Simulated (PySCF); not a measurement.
**A gas-phase reaction: BBrH2O2 + CH4 → CH5BO2 + BrH**

What reaction energy should one expect for `OB(O)Br` + `C` → `CB(O)O` + `Br`?

Programs: PySCF 2.14.0. All values are calculated, for the isolated system unless a continuum is named. Atoms count from 0, parts from 1.

## (1) The system as given

Each species was relaxed by itself at PBE0-D3(BJ)/def2-SVPD.

## (2) Energies of the species: wB97M-D3(BJ)/def2-TZVPD

The job: settings as JSON, then the geometry in Å.

```
{"job": {"kind": "react", "xc": "wB97M-D3(BJ)", "basis": "def2-TZVPD"}, "charge": 0, "multiplicity": 1}
-1 BBrH2O2 charge 0 multiplicity 1
O      1.201430     0.101220     0.142820
B     -0.130410     0.288350     0.077400
O     -0.984480    -0.753980    -0.055950
Br    -0.797920     2.104530     0.180080
H      1.450810    -0.827050     0.084260
H     -1.911900    -0.507820    -0.092860

-1 CH4 charge 0 multiplicity 1
C     -0.001710     0.000050    -0.000310
H     -0.649710     0.196320     0.862790
H     -0.387610    -0.861650    -0.558820
H      0.014630     0.881410    -0.653230
H      1.015840    -0.215920     0.348000

+1 CH5BO2 charge 0 multiplicity 1
C     -1.040970     0.214870     0.322010
B      0.437730     0.058200    -0.191100
O      0.996600     1.038770    -0.954050
O      1.215600    -1.041480     0.071310
H     -1.716850    -0.412050    -0.282200
H     -1.391080     1.251540     0.236020
H     -1.159450    -0.108160     1.367540
H      1.893650     0.822150    -1.226320
H      0.786730    -1.706270     0.612600

+1 BrH charge 0 multiplicity 1
Br     0.715070     0.004750     0.006350
H     -0.708610    -0.001570    -0.006630
```

Method: wB97M-D3(BJ)/def2-TZVPD reaction energy of separated species, gas phase.

Run with:

```
OMP_NUM_THREADS=1 python cluster_run.py task.json out
```

One launch serves the whole session: the jobs run in the order shown.

The log of the run:

```text
species 1 (BBrH2O2)
coarse grid: 27816 points
cycle   1  E = -2750.7998343710  dE = -4.473e-01  |g| = 8.435e-01  |ddm| = 2.023e+00
cycle   2  E = -2750.8112400288  dE = -1.141e-02  |g| = 8.713e-01  |ddm| = 1.136e+00
cycle   3  E = -2750.9299369661  dE = -1.187e-01  |g| = 5.169e-02  |ddm| = 5.307e-01
cycle   4  E = -2750.9305377506  dE = -6.008e-04  |g| = 1.628e-02  |ddm| = 6.036e-02
cycle   5  E = -2750.9306133491  dE = -7.560e-05  |g| = 5.723e-03  |ddm| = 2.357e-02
cycle   6  E = -2750.9306226344  dE = -9.285e-06  |g| = 1.416e-03  |ddm| = 6.491e-03
final grid: 57448 points
cycle   7  E = -2750.9306295275  dE = -4.579e-07  |g| = 1.147e-03  |ddm| = 3.032e-03
cycle   8  E = -2750.9306295839  dE = -5.634e-08  |g| = 1.114e-03  |ddm| = 1.573e-03
cycle   9  E = -2750.9306297747  dE = -1.908e-07  |g| = 1.177e-04  |ddm| = 6.892e-04
cycle  10  E = -2750.9306297787  dE = -4.022e-09  |g| = 5.426e-05  |ddm| = 1.293e-04
cycle  11  E = -2750.9306297800  dE = -1.283e-09  |g| = 8.504e-06  |ddm| = 1.054e-04
cycle  12  E = -2750.9306297800  dE = -1.364e-11  |g| = 2.298e-06  |ddm| = 9.500e-06
converged SCF energy = -2750.9306297800

species 2 (CH4)
coarse grid: 15072 points
cycle   1  E = -40.5278869301  dE = -1.934e-01  |g| = 1.334e-01  |ddm| = 1.251e+00
cycle   2  E = -40.5302998839  dE = -2.413e-03  |g| = 8.952e-02  |ddm| = 1.943e-01
cycle   3  E = -40.5321649558  dE = -1.865e-03  |g| = 5.682e-03  |ddm| = 4.935e-02
cycle   4  E = -40.5321746776  dE = -9.722e-06  |g| = 3.950e-04  |ddm| = 1.271e-02
final grid: 32696 points
cycle   5  E = -40.5321640463  dE = -1.053e-07  |g| = 1.014e-04  |ddm| = 3.049e-03
cycle   6  E = -40.5321640533  dE = -7.085e-09  |g| = 3.432e-05  |ddm| = 8.130e-04
cycle   7  E = -40.5321640540  dE = -6.189e-10  |g| = 1.819e-05  |ddm| = 2.435e-04
converged SCF energy = -40.5321640540

species 3 (CH5BO2)
coarse grid: 33080 points
cycle   1  E = -216.5463194805  dE =  4.945e-01  |g| = 8.233e-01  |ddm| = 2.194e+00
cycle   2  E = -216.5535638451  dE = -7.244e-03  |g| = 8.742e-01  |ddm| = 1.516e+00
cycle   3  E = -216.6741478901  dE = -1.206e-01  |g| = 4.456e-02  |ddm| = 7.163e-01
cycle   4  E = -216.6746364595  dE = -4.886e-04  |g| = 1.962e-02  |ddm| = 6.540e-02
cycle   5  E = -216.6747349373  dE = -9.848e-05  |g| = 5.165e-03  |ddm| = 2.760e-02
cycle   6  E = -216.6747427261  dE = -7.789e-06  |g| = 7.896e-04  |ddm| = 6.427e-03
final grid: 71696 points
cycle   7  E = -216.6747056411  dE = -3.183e-07  |g| = 4.721e-04  |ddm| = 4.711e-03
cycle   8  E = -216.6747056702  dE = -2.914e-08  |g| = 4.793e-04  |ddm| = 9.018e-04
cycle   9  E = -216.6747057087  dE = -3.841e-08  |g| = 5.964e-05  |ddm| = 3.249e-04
cycle  10  E = -216.6747057107  dE = -2.071e-09  |g| = 3.128e-05  |ddm| = 1.606e-04
cycle  11  E = -216.6747057110  dE = -3.180e-10  |g| = 6.985e-06  |ddm| = 4.979e-05
converged SCF energy = -216.6747057110

species 4 (BrH)
coarse grid: 9808 points
cycle   1  E = -2574.7444816357  dE = -1.115e+00  |g| = 2.814e-01  |ddm| = 9.887e-01
cycle   2  E = -2574.7574487768  dE = -1.297e-02  |g| = 1.487e-01  |ddm| = 2.655e-01
cycle   3  E = -2574.7608845998  dE = -3.436e-03  |g| = 8.657e-03  |ddm| = 8.708e-02
cycle   4  E = -2574.7609219648  dE = -3.737e-05  |g| = 2.523e-03  |ddm| = 1.268e-02
cycle   5  E = -2574.7609263953  dE = -4.430e-06  |g| = 6.497e-04  |ddm| = 4.934e-03
final grid: 18448 points
cycle   6  E = -2574.7609110733  dE = -1.922e-07  |g| = 3.883e-04  |ddm| = 9.239e-04
cycle   7  E = -2574.7609111009  dE = -2.762e-08  |g| = 2.729e-04  |ddm| = 3.936e-04
cycle   8  E = -2574.7609111080  dE = -7.073e-09  |g| = 3.378e-05  |ddm| = 1.359e-04
cycle   9  E = -2574.7609111090  dE = -1.034e-09  |g| = 1.120e-05  |ddm| = 6.292e-05
cycle  10  E = -2574.7609111091  dE = -5.684e-11  |g| = 1.704e-06  |ddm| = 1.292e-05
converged SCF energy = -2574.7609111091

Reaction energy = 16.765 kcal/mol
```

Wall time 25 s (1 thread of Arm Neoverse V1, shared host); peak memory 0.68 GiB.

Species by species (with the dispersion term, which the log's SCF energies lack):

```csv
ν,species,energy (Eh),HOMO (eV)
-1,OB(O)Br,-2750.93568,-10.78
-1,C,-40.53455,-13.46
+1,CB(O)O,-216.68204,-11.74
+1,Br,-2574.76148,-11.15
```

## (3) Energies of the species: PBE0-D3(BJ)/def2-TZVPD

The job, as its differences from that of step 2:

```diff
@@ -1,2 +1,2 @@
-{"job": {"kind": "react", "xc": "wB97M-D3(BJ)", "basis": "def2-TZVPD"}, "charge": 0, "multiplicity": 1}
+{"job": {"kind": "react", "xc": "PBE0", "basis": "def2-TZVPD", "disp": "d3bj"}, "charge": 0, "multiplicity": 1}
 -1 BBrH2O2 charge 0 multiplicity 1
```

Level: PBE0-D3(BJ)/def2-TZVPD reaction energy of separated species, gas phase.

The log of the run:

```text
species 1 (BBrH2O2)
coarse grid: 27816 points
cycle   1  E = -2750.2644399173  dE = -4.926e-01  |g| = 8.907e-01  |ddm| = 2.105e+00
cycle   2  E = -2750.1091770835  dE =  1.553e-01  |g| = 1.285e+00  |ddm| = 1.464e+00
cycle   3  E = -2750.3927598503  dE = -2.836e-01  |g| = 7.989e-02  |ddm| = 9.470e-01
cycle   4  E = -2750.3939971081  dE = -1.237e-03  |g| = 1.203e-02  |ddm| = 8.035e-02
cycle   5  E = -2750.3940250187  dE = -2.791e-05  |g| = 8.661e-03  |ddm| = 2.271e-02
cycle   6  E = -2750.3940400163  dE = -1.500e-05  |g| = 1.050e-03  |ddm| = 7.461e-03
cycle   7  E = -2750.3940402190  dE = -2.027e-07  |g| = 5.219e-04  |ddm| = 1.268e-03
final grid: 57448 points
cycle   8  E = -2750.3940748764  dE =  4.227e-08  |g| = 7.696e-04  |ddm| = 3.220e-03
cycle   9  E = -2750.3940747205  dE =  1.560e-07  |g| = 1.229e-03  |ddm| = 1.193e-03
cycle  10  E = -2750.3940749767  dE = -2.562e-07  |g| = 7.099e-05  |ddm| = 7.268e-04
cycle  11  E = -2750.3940749776  dE = -9.209e-10  |g| = 6.870e-06  |ddm| = 5.499e-05
converged SCF energy = -2750.3940749776

species 2 (CH4)
coarse grid: 3568 points
cycle   1  E = -40.4582814591  dE = -2.007e-01  |g| = 2.715e-01  |ddm| = 1.407e+00
cycle   2  E = -40.4546386314  dE =  3.643e-03  |g| = 2.993e-01  |ddm| = 3.088e-01
cycle   3  E = -40.4774486203  dE = -2.281e-02  |g| = 2.107e-03  |ddm| = 1.506e-01
cycle   4  E = -40.4774494410  dE = -8.207e-07  |g| = 2.128e-04  |ddm| = 2.652e-03
final grid: 32696 points
cycle   5  E = -40.4741149202  dE = -1.465e-05  |g| = 4.495e-03  |ddm| = 6.069e-02
cycle   6  E = -40.4741138933  dE =  1.027e-06  |g| = 4.907e-03  |ddm| = 6.256e-03
cycle   7  E = -40.4741197452  dE = -5.852e-06  |g| = 3.793e-05  |ddm| = 2.487e-03
cycle   8  E = -40.4741197456  dE = -4.274e-10  |g| = 8.079e-06  |ddm| = 9.687e-05
converged SCF energy = -40.4741197456

species 3 (CH5BO2)
coarse grid: 7448 points
cycle   1  E = -216.2414891377  dE =  4.060e-01  |g| = 8.910e-01  |ddm| = 2.232e+00
cycle   2  E = -216.0909032344  dE =  1.506e-01  |g| = 1.287e+00  |ddm| = 1.976e+00
cycle   3  E = -216.3856885960  dE = -2.948e-01  |g| = 8.729e-02  |ddm| = 1.262e+00
cycle   4  E = -216.3870581241  dE = -1.370e-03  |g| = 3.600e-02  |ddm| = 8.555e-02
cycle   5  E = -216.3873618448  dE = -3.037e-04  |g| = 3.889e-03  |ddm| = 2.886e-02
cycle   6  E = -216.3873637922  dE = -1.947e-06  |g| = 2.096e-03  |ddm| = 4.188e-03
final grid: 71696 points
cycle   7  E = -216.3811629679  dE = -6.003e-05  |g| = 7.486e-03  |ddm| = 1.540e-01
cycle   8  E = -216.3811530052  dE =  9.963e-06  |g| = 1.052e-02  |ddm| = 1.134e-02
cycle   9  E = -216.3811736693  dE = -2.066e-05  |g| = 8.791e-04  |ddm| = 7.075e-03
cycle  10  E = -216.3811738042  dE = -1.350e-07  |g| = 2.672e-04  |ddm| = 7.696e-04
cycle  11  E = -216.3811738179  dE = -1.365e-08  |g| = 9.473e-05  |ddm| = 2.166e-04
cycle  12  E = -216.3811738193  dE = -1.479e-09  |g| = 1.548e-05  |ddm| = 8.238e-05
cycle  13  E = -216.3811738194  dE = -4.172e-11  |g| = 1.959e-06  |ddm| = 1.342e-05
converged SCF energy = -216.3811738194

species 4 (BrH)
coarse grid: 9808 points
cycle   1  E = -2574.4494534584  dE = -1.081e+00  |g| = 2.724e-01  |ddm| = 1.042e+00
cycle   2  E = -2574.4540917289  dE = -4.638e-03  |g| = 1.699e-01  |ddm| = 2.601e-01
cycle   3  E = -2574.4588661794  dE = -4.774e-03  |g| = 3.007e-02  |ddm| = 1.194e-01
cycle   4  E = -2574.4590976707  dE = -2.315e-04  |g| = 4.156e-03  |ddm| = 2.212e-02
cycle   5  E = -2574.4591016732  dE = -4.003e-06  |g| = 1.311e-03  |ddm| = 4.270e-03
final grid: 18448 points
cycle   6  E = -2574.4591027897  dE = -7.034e-08  |g| = 1.375e-03  |ddm| = 2.024e-03
cycle   7  E = -2574.4591028040  dE = -1.433e-08  |g| = 1.399e-03  |ddm| = 1.791e-03
cycle   8  E = -2574.4591030249  dE = -2.209e-07  |g| = 5.149e-05  |ddm| = 8.398e-04
cycle   9  E = -2574.4591030256  dE = -6.653e-10  |g| = 1.026e-05  |ddm| = 4.413e-05
converged SCF energy = -2574.4591030256

Reaction energy = 17.534 kcal/mol
```

Run time: 12 s. Hardware: 1 thread of Arm Neoverse V1, shared host; peak memory 0.63 GiB.

Reaction energy at this level: 17.53 kcal/mol.

## (4) Reaction energy: MP2/def2-TZVPD

The job, as its differences from that of step 3:

```diff
@@ -1,2 +1,2 @@
-{"job": {"kind": "react", "xc": "PBE0", "basis": "def2-TZVPD", "disp": "d3bj"}, "charge": 0, "multiplicity": 1}
+{"job": {"kind": "react", "xc": "MP2", "basis": "def2-TZVPD"}, "charge": 0, "multiplicity": 1}
 -1 BBrH2O2 charge 0 multiplicity 1
```

With the program's defaults for keys left out, this is: MP2/def2-TZVPD reaction energy of separated species, gas phase.

The log of the run:

```text
species 1 (BBrH2O2)
final grid: 57448 points
cycle   1  E = -2748.1370640039  dE = -4.412e-01  |g| = 6.485e-01  |ddm| = 1.947e+00
cycle   2  E = -2748.2050041065  dE = -6.794e-02  |g| = 3.504e-01  |ddm| = 7.416e-01
cycle   3  E = -2748.2253797273  dE = -2.038e-02  |g| = 5.040e-02  |ddm| = 2.302e-01
cycle   4  E = -2748.2261511655  dE = -7.714e-04  |g| = 1.121e-02  |ddm| = 6.768e-02
cycle   5  E = -2748.2262035406  dE = -5.238e-05  |g| = 3.448e-03  |ddm| = 2.343e-02
cycle   6  E = -2748.2262092130  dE = -5.672e-06  |g| = 1.178e-03  |ddm| = 5.758e-03
cycle   7  E = -2748.2262100773  dE = -8.644e-07  |g| = 3.688e-04  |ddm| = 2.706e-03
cycle   8  E = -2748.2262101712  dE = -9.385e-08  |g| = 1.179e-04  |ddm| = 7.935e-04
cycle   9  E = -2748.2262101784  dE = -7.245e-09  |g| = 2.746e-05  |ddm| = 2.257e-04
cycle  10  E = -2748.2262101789  dE = -4.479e-10  |g| = 9.533e-06  |ddm| = 6.512e-05
converged SCF energy = -2748.2262101789

species 2 (CH4)
final grid: 32696 points
cycle   1  E = -40.2047136140  dE = -1.974e-01  |g| = 1.529e-01  |ddm| = 1.221e+00
cycle   2  E = -40.2121422106  dE = -7.429e-03  |g| = 3.682e-02  |ddm| = 2.041e-01
cycle   3  E = -40.2127051673  dE = -5.630e-04  |g| = 6.404e-03  |ddm| = 3.827e-02
cycle   4  E = -40.2127182660  dE = -1.310e-05  |g| = 1.642e-03  |ddm| = 1.100e-02
cycle   5  E = -40.2127197917  dE = -1.526e-06  |g| = 2.165e-04  |ddm| = 6.916e-03
cycle   6  E = -40.2127198249  dE = -3.320e-08  |g| = 2.839e-05  |ddm| = 1.798e-03
cycle   7  E = -40.2127198254  dE = -4.275e-10  |g| = 1.324e-06  |ddm| = 7.250e-05
converged SCF energy = -40.2127198254

species 3 (CH5BO2)
final grid: 71696 points
cycle   1  E = -215.3183228379  dE =  5.210e-01  |g| = 6.455e-01  |ddm| = 2.071e+00
cycle   2  E = -215.3863958017  dE = -6.807e-02  |g| = 3.613e-01  |ddm| = 8.494e-01
cycle   3  E = -215.4074376210  dE = -2.104e-02  |g| = 5.357e-02  |ddm| = 2.803e-01
cycle   4  E = -215.4083534517  dE = -9.158e-04  |g| = 8.755e-03  |ddm| = 7.691e-02
cycle   5  E = -215.4083896713  dE = -3.622e-05  |g| = 1.868e-03  |ddm| = 2.193e-02
cycle   6  E = -215.4083917493  dE = -2.078e-06  |g| = 4.841e-04  |ddm| = 8.014e-03
cycle   7  E = -215.4083918661  dE = -1.167e-07  |g| = 1.663e-04  |ddm| = 1.571e-03
cycle   8  E = -215.4083918774  dE = -1.131e-08  |g| = 4.268e-05  |ddm| = 4.636e-04
cycle   9  E = -215.4083918780  dE = -6.244e-10  |g| = 1.640e-05  |ddm| = 6.593e-05
converged SCF energy = -215.4083918780

species 4 (BrH)
final grid: 18448 points
cycle   1  E = -2572.9852621470  dE = -1.144e+00  |g| = 2.202e-01  |ddm| = 9.639e-01
cycle   2  E = -2572.9999185671  dE = -1.466e-02  |g| = 7.760e-02  |ddm| = 2.157e-01
cycle   3  E = -2573.0014423478  dE = -1.524e-03  |g| = 1.588e-02  |ddm| = 5.815e-02
cycle   4  E = -2573.0016142481  dE = -1.719e-04  |g| = 5.005e-03  |ddm| = 1.886e-02
cycle   5  E = -2573.0016333739  dE = -1.913e-05  |g| = 1.691e-03  |ddm| = 6.805e-03
cycle   6  E = -2573.0016347770  dE = -1.403e-06  |g| = 3.418e-04  |ddm| = 2.059e-03
cycle   7  E = -2573.0016348507  dE = -7.362e-08  |g| = 5.979e-05  |ddm| = 6.414e-04
cycle   8  E = -2573.0016348521  dE = -1.442e-09  |g| = 8.468e-06  |ddm| = 8.660e-05
cycle   9  E = -2573.0016348522  dE = -4.229e-11  |g| = 1.310e-06  |ddm| = 1.889e-05
converged SCF energy = -2573.0016348522

Reaction energy = 19.922 kcal/mol
```

It took 5.7 s on 1 thread of Arm Neoverse V1, shared host; peak memory 0.45 GiB.

Reaction energy at this level: 19.92 kcal/mol.

## (5) Comparing the runs

Energies in kcal/mol, with wall time:

```
                    run  reaction   time
wB97M-D3(BJ)/def2-TZVPD     16.77   25 s
 PBE0-D3(BJ)/def2-TZVPD     17.53   12 s
         MP2/def2-TZVPD     19.92  5.7 s
```

## (6) Summary of results

| quantity | value |
| --- | --- |
| reaction energy (wB97M-D3(BJ)/def2-TZVPD) | 16.77 kcal/mol |
| ΔH, ΔG at 298 K (xTB thermal terms) | +14.8, +14.1 kcal/mol |
| range of the reaction energy over the runs of this table | 16.77 to 19.92 kcal/mol |

What this shows: The reaction is endothermic by 14.8 kcal/mol in the gas phase; dispersion gives -0.29, and xTB itself gave 28.73 for the electronic energy (xTB energies and thermal terms come from the earlier relaxation of each species, not shown). No barrier was sought. xTB and this level differ widely in the electronic energy, so what comes from xTB (the thermal terms above all) is less safe here. The reaction energy runs from 16.77 (wB97M-D3(BJ)/def2-TZVPD) to 19.92 kcal/mol (MP2/def2-TZVPD).
